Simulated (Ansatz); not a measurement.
# TiAl: a trigonal deformation path

One table from this session's results is given with a row withheld; the runs are named, their logs left out.

Method: DFT PBEsol, scalar-relativistic, plane waves, PAW, in Ansatz 0.2.0.

## The system as given

It takes space group Pm-3m (No. 221, cubic). Conventional cell: a = 3.179 Å, b = 3.179 Å, c = 3.179 Å, α = 90.00°, β = 90.00°, γ = 90.00°. Ti (site symmetry m-3m) has 8 Al at 2.75 Å in its first shell of neighbours. Around Al (site symmetry m-3m) lie 8 Ti at 2.75 Å.

Structure file:

```
CELL_PARAMETERS angstrom
3.17906 0.00000 0.00000
0.00000 3.17906 0.00000
0.00000 0.00000 3.17906
ATOMIC_POSITIONS crystal
Ti 0.00000 0.00000 0.00000
Al 0.50000 0.50000 0.50000
```

It goes back to an entry of the Materials Project, which need not be the stable form.

No relaxation comes first: the listed cell is the starting point.

## The reference cell

The reference gives a free energy of -2998.9926 eV, pressure -2.40 GPa, largest force 0.000 eV/Å and gap on the mesh none (metal). It was computed beforehand with the settings of the runs below.

The first run:

At fixed volume and fractional coordinates, lengths along (0.577, 0.577, 0.577) are scaled against those across it; ρ is that ratio over its starting value.

input.yaml

```yaml
crystal:
  lattice:
    - [3.3378080438, -0.6675616088, -0.6675616088]
    - [-0.6675616088, 3.3378080438, -0.6675616088]
    - [-0.6675616088, -0.6675616088, 3.3378080438]
  atoms:
    - { symbol: Ti, position: [0.0, 0.0, 0.0] }
    - { symbol: Al, position: [0.5, 0.5, 0.5] }
basis:
  ecutwfc: 420
kpoints:
  mp_grid: { grid: [16, 16, 16] }
hamiltonian:
  xc: pbesol
scf:
  occupations: { method: gaussian, width: 0.15 }
output:
  forces: true
  stress: true
  eigenvalues: true
  write_density: true
  write_potential: true
  elf: true
  volumetric_format: npy
```

On the command line:

```sh
> ansatz run input.yaml --threads 1 --pin off --max-ram 2560MiB --backend cpu --events-out ev --progress --plain --runs-dir out
```

Steps of the session up to this table: ρ = 0.500; At ρ = 2.000; At ρ = 0.710; At ρ = 1.410; At ρ = 0.600; Point ρ = 0.850; At ρ = 1.200; Point ρ = 1.700; At ρ = 0.930; ρ = 1.080.

One table of the session follows, with a row left open; its other results are not shown here.

Collected from the runs (energy zero: the undisturbed cell):

```
    ρ  ΔE (meV/atom)  pressure (GPa)
0.500         5737.3            69.9
0.600              ?               ?
0.710         1091.8            15.1
0.850          194.0             1.5
0.930           30.9            -1.7
1.000            0.0            -2.4
1.080           20.6            -1.7
1.200           93.1             1.0
1.410          259.5             5.7
1.700          507.1             9.9
2.000          596.1            11.7
```

Estimate the missing values for ρ = 0.600.

Worked estimate for «ΔE (meV/atom)». A straight line through the neighbours (0.500, 5737.3) and (0.710, 1091.8) gives 5737.3 + (1091.8 − 5737.3) × (0.600 − 0.500) / (0.710 − 0.500) = 3525.2; a parabola fitted to 3 rows on both sides gives 3031.5.

As computed: ΔE (meV/atom): 2753.2; pressure (GPa): 37.9. In «ΔE (meV/atom)» the line misses by +772.0 and the parabola by +278.3.
